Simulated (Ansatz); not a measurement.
# InH5O (SMILES [OH2+][InH3-]): functionals against CCSD(T) at one geometry

The task here is to estimate one member of a computed series from the others.

Computed with Ansatz 0.2.0, Gaussian basis. Level: single points in def2-TZVPP.

Correlated methods freeze the cores. Filled d shells of the heavier atoms are correlated. Core potentials replace the inner electrons past krypton, and spin-orbit coupling is left out. B3LYP uses VWN-RPA correlation.

### Starting geometry

SMILES `[OH2+][InH3-]`, 7 atoms, charge 0, spin multiplicity 1.

Atoms are counted from 1 here; the program's logs count them from 0.

Bond lengths: O1–In2 2.356 Å, O1–H3 0.766 Å, O1–H4 0.872 Å, In2–H5 1.903 Å, In2–H6 1.616 Å, In2–H7 1.668 Å. Angles: In2–O1–H3 106.9°, In2–O1–H4 110.4°, H3–O1–H4 105.7°, O1–In2–H5 97.5°, O1–In2–H6 85.4°, O1–In2–H7 99.3°, H5–In2–H6 131.6°, H5–In2–H7 115.4°, H6–In2–H7 111.7°.

Coordinates:

```xyz
7
charge 0, multiplicity 1
O    -0.18790   -1.42120    0.02240
In    0.07580    0.90980   -0.20000
H    -0.18740   -1.57540    0.77300
H    -0.97220   -1.66750   -0.26920
H    -0.66270    1.07910   -1.94580
H    -0.60280    0.99430    1.26440
H     1.73880    1.00130   -0.11560
```

The first run:

File run/in.yaml:

```yaml
crystal:
  periodic: [false, false, false]
  atoms:
    - {symbol: O, position_ang: [-0.187900, -1.421200, 0.022400]}
    - {symbol: In, position_ang: [0.075800, 0.909800, -0.200000]}
    - {symbol: H, position_ang: [-0.187400, -1.575400, 0.773000]}
    - {symbol: H, position_ang: [-0.972200, -1.667500, -0.269200]}
    - {symbol: H, position_ang: [-0.662700, 1.079100, -1.945800]}
    - {symbol: H, position_ang: [-0.602800, 0.994300, 1.264400]}
    - {symbol: H, position_ang: [1.738800, 1.001300, -0.115600]}
basis:
  gaussian: {orbitals: def2-TZVPP}
correlation: {method: ccsd_t}
output: {forces: true}
```

No record of the launch command was kept for these runs.

Among the steps run: CCSD(T)/def2-TZVPP; PBE0-D4/def2-TZVPP; wB97M-V/def2-TZVPP; r2SCAN-D4/def2-TZVPP; PBE-D4/def2-TZVPP; B3LYP-D4/def2-TZVPP; SPW92/def2-TZVPP.

One table of the session follows, with a row left open; its other results are not shown here.

| method | RMS force component (eV/Å) | angle to CCSD(T) forces (°) | dipole (D) |
| --- | --- | --- | --- |
| CCSD(T) | 6.476 | reference | 3.54 |
| PBE0-D4 | ? | ? | ? |
| wB97M-V | 6.461 | 0.3 | 3.58 |
| r2SCAN-D4 | 6.450 | 0.3 | 3.61 |
| PBE-D4 | 6.603 | 1.2 | 3.58 |
| B3LYP-D4 | 6.443 | 0.7 | 3.59 |
| SPW92 | 6.703 | 1.5 | 3.56 |

Estimate the missing values for PBE0-D4.

**Answer.** RMS force component (eV/Å): 6.455; angle to CCSD(T) forces (°): 0.4; dipole (D): 3.57. In the column «RMS force component (eV/Å)» it lies between r2SCAN-D4 (6.450) and wB97M-V (6.461).
